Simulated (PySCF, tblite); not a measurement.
# C3H14BNSi2: geometry, infrared bands and NMR shifts

Wanted: the infrared bands and NMR shifts of C3H14BNSi2 (`CB(C)N(C)[SiH2][SiH3]`), by calculation.

Computed with tblite 0.8.0 and PySCF 2.14.0, with density-fitted response routines of our own, on a single molecule in the gas phase. Atoms count from 0, in the outputs and in this text.

## 1. The molecule as given

21 atoms, charge 0, multiplicity 1; geometry from: force field or distance geometry start.

Bonds of the start (Å): C0–B1 1.58, B1–C2 1.58, B1–N3 1.50, N3–C4 1.47, N3–Si5 1.78, Si5–Si6 2.24, C0–H7 1.11, C0–H8 1.11, C0–H9 1.10, C2–H10 1.11, C2–H11 1.09, C2–H12 1.14, C4–H13 1.12, C4–H14 1.09, C4–H15 1.11, Si5–H16 1.48, Si5–H17 1.50, Si6–H18 1.49, Si6–H19 1.45, Si6–H20 1.47.

## 2. Relaxing the molecule with GFN2-xTB

What the job is given:

```
{"job": {"kind": "relax", "xc": "GFN2-xTB", "basis": "xTB"}, "charge": 0, "multiplicity": 1}
C     -2.447800    -0.512500    -0.129800
B     -0.991600     0.083600    -0.019800
C     -0.876000     1.655900     0.033400
N      0.154000    -0.854500    -0.280000
C     -0.217100    -2.206600     0.175100
Si     1.661300    -0.444600     0.568400
Si     2.472100     1.516000    -0.156500
H     -3.033800     0.093700    -0.844600
H     -2.952500    -0.413900     0.853300
H     -2.390600    -1.547000    -0.494000
H     -0.276000     1.995800     0.902700
H     -0.454700     2.075400    -0.886000
H     -1.909400     2.129700     0.141300
H     -0.700900    -2.748800    -0.682500
H     -0.878000    -2.068300     1.036900
H      0.716000    -2.707600     0.499800
H      1.514200    -0.447700     2.042700
H      2.593400    -1.572400     0.255100
H      2.050100     2.609500     0.764700
H      2.017300     1.822500    -1.499000
H      3.941100     1.558800    -0.127100
```

On the command line:

```
> OMP_NUM_THREADS=1 python probes_run.py task.json out
```

One launch serves the whole session: the jobs run in the order shown.

**Question.** This job is followed by: GFN2-xTB harmonic vibrations, gas phase; GIAO PBE0/pcSseg-1 NMR shielding, non-relativistic, gas phase. What will the session give for the following? strongest single infrared mode (GFN2-xTB); zero-point energy (GFN2-xTB); ¹³C shifts against TMS (PBE0/pcSseg-1, means over atoms taken as alike); ¹H shifts against TMS (PBE0/pcSseg-1, means over atoms taken as alike); ¹¹B shifts against BF3·OEt2 (PBE0/pcSseg-1); ¹⁵N shifts against NH3 (PBE0/pcSseg-1); ²⁹Si shifts against TMS (PBE0/pcSseg-1).

**Answer**, as computed:

```
                                                               quantity                       value
                              strongest single infrared mode (GFN2-xTB)        723 cm⁻¹, 752 km/mol
                                           zero-point energy (GFN2-xTB)              101.2 kcal/mol
¹³C shifts against TMS (PBE0/pcSseg-1, means over atoms taken as alike)               42.6, 8.8 ppm
 ¹H shifts against TMS (PBE0/pcSseg-1, means over atoms taken as alike)  5.20, 3.46, 3.00, 0.52 ppm
                            ¹¹B shifts against BF3·OEt2 (PBE0/pcSseg-1)                    51.2 ppm
                                 ¹⁵N shifts against NH3 (PBE0/pcSseg-1)                    98.3 ppm
                                ²⁹Si shifts against TMS (PBE0/pcSseg-1)           -32.8, -116.2 ppm
```

The optimisation took 180 steps and gained 1.019 eV; among the close pairs (by a distance rule), B1–N3 changed most, from 1.503 to 1.409 Å. No mode is imaginary among the 57: a minimum at this level. The strongest single mode, at 723 cm⁻¹, is spread over many atoms; the largest shares are those of H17, H16. GFN2-xTB is a fitted tight-binding method: band positions and strengths are rough. Its intensities can rank the bands wrongly. The most deshielded carbon is C4 (methyl carbon bonded to N), at 42.6 ppm: pulled downfield by the heteroatom. At PBE0/pcSseg-1: The largest span, 173 ppm, is at N3, where the paramagnetic term is -159 ppm.
